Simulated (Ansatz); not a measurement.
# SnSe (SMILES [Se][Sn]) at wB97M-V/def2-TZVP (core potential)

What is the electronic atomisation energy of SnSe at wB97M-V/def2-TZVP (core potential)? 

Program for the calculation: Ansatz 0.2.0.

26 further runs of the same task are left out: 26 set aside as unsound or not needed.

### Step 1. The structure to begin with

The species is SnSe (2 atoms), meant as a singlet with charge 0. SMILES: `[Se][Sn]`. The coordinates come from a PBE0-D4/def2-TZVP relaxation.

Bond lengths: Se1–Sn2 2.325 Å.

### Step 2. A single-point energy at wB97M-V/def2-TZVP (core potential)

The input, molecule.yaml:

```yaml
crystal:
  periodic: [false, false, false]
  atoms:
    - {symbol: Se, position_ang: [0.000000, -0.000000, 0.006530]}
    - {symbol: Sn, position_ang: [-0.000000, 0.000000, 2.331810]}
basis:
  gaussian:
    orbitals: def2-TZVP
hamiltonian:
  xc: {name: wB97M-V}
accuracy: high
output: {orbitals: {seedname: orbitals}}
```

The run is started by

```bash
ansatz run molecule.yaml --threads 1 --pin off --max-ram 3480MiB --events-out events.jsonl --progress --plain --runs-dir runs
```

The program printed:

```text
Warning: RAYON_NUM_THREADS=1 ignored (pool sized by the plan → 1); use --threads N
Functional definition: wB97M-V
  name "wB97M-V"
  parameter omega = 0.3/bohr
  parameter cx = 0.15
  parameter cx01 = 1.007
  parameter cx10 = 0.259
  parameter css00 = 0.443
  parameter css04 = -1.437
  parameter css10 = -4.535
  parameter css20 = -3.390
  parameter css43 = 4.278
  parameter cos00 = 1.000
  parameter cos10 = 1.358
  parameter cos20 = 2.924
  parameter cos21 = -8.812
  parameter cos60 = -1.390
  parameter cos61 = 9.142
  parameter b = 6.0
  parameter c = 0.01
  gx(w, u) = 1 - cx + cx01*u + cx10*w
  gss(w, u) = css00 + css04*u^4 + css10*w + css20*w^2 + css43*w^4*u^3
  gos(w, u) = cos00 + cos10*w + (cos20 + cos21*u)*w^2 + (cos60 + cos61*u)*w^6
  exchange = spin_sum(e_x_unif_sr(omega)*gx(b97_w, b97_u_x)) + cx*exact_x_sr(omega) + exact_x_lr(omega)
  correlation = spin_sum(e_c_pw_mod_same_spin*gss(b97_w, b97_u_same))
      + integral(e_c_pw_mod_opposite_spin*gos(b97_w_opposite, b97_u_opposite)) + vv10(b, c)
1498 factors; integrals over basis functions are off by at most 4.7e-9 eV
315 factors; integrals over basis functions are off by at most 1.5e-9 eV
mean field evaluation 1: about -71175.5318 eV, gradient 2.1e1 eV
mean field evaluation 2: about -71173.7285 eV, gradient 3.6e1 eV
mean field evaluation 4: about -71177.5387 eV, gradient 5.3e-1 eV
mean field evaluation 8: about -71177.5656 eV, gradient 7.0e-2 eV
mean field evaluation 16: about -71177.5656 eV, gradient 2.0e-5 eV
mean field -71177.56560727 eV, -2615.7272901802 hartree, gradient 4.1e-8 eV, S^2 0.000000; 0 other end points of the search recorded, 0 dependent functions left out
reference -71177.56561049 eV, -2615.7272902988 hartree; 28, 28 occupied and 70, 70 virtual orbitals, 1498 factors
Total energy: -71177.56561049 eV, -2615.7272902988 hartree
```

Run time: 44 s. Hardware: 1 thread of Arm Neoverse V2, shared host; peak memory 0.49 GiB.

### Step 3. The Se atom, same level

The input, job.yaml:

```yaml
crystal:
  periodic: [false, false, false]
  atoms:
    - symbol: Se
      position_ang: [0.000000, 0.000000, 0.000000]
basis:
  gaussian:
    orbitals: def2-TZVP
magnetization:
  spin_polarized: true
  initial_magnetization: 2
hamiltonian:
  xc: {name: wB97M-V}
accuracy: high
```

Run the same way, it converges to -2401.35793 Eh (log not shown).

### Step 4. The Sn atom at the same level

The input, in.yaml:

```yaml
crystal:
  periodic: [false, false, false]
  atoms:
    - {symbol: Sn, position_ang: [0.000000, 0.000000, 0.000000]}
basis:
  gaussian: {orbitals: def2-TZVP}
total_charge: 0
magnetization: {spin_polarized: true, initial_magnetization: 2}
hamiltonian: {xc: {name: wB97M-V}}
accuracy: high
```

Run the same way, it converges to -214.20632 Eh (log not shown).

### Step 5. Summary of results

At wB97M-V/def2-TZVP (core potential):

| quantity | value |
| --- | --- |
| molecule: total energy | -2615.72729 Eh |
| molecule: HOMO energy | -9.02 eV |
| molecule: LUMO energy | -0.85 eV |
| molecule: HOMO–LUMO gap | 8.17 eV |
| Se atom: total energy | -2401.35793 Eh |
| Se atom: ⟨S²⟩ | 2.003 |
| Sn atom: total energy | -214.20632 Eh |
| Sn atom: ⟨S²⟩ | 2.003 |
| electronic atomisation energy | 4.437 eV |

What this shows: Taking the molecule apart into free atoms costs 4.44 eV (102 kcal/mol), before zero-point energy and without spin-orbit coupling.
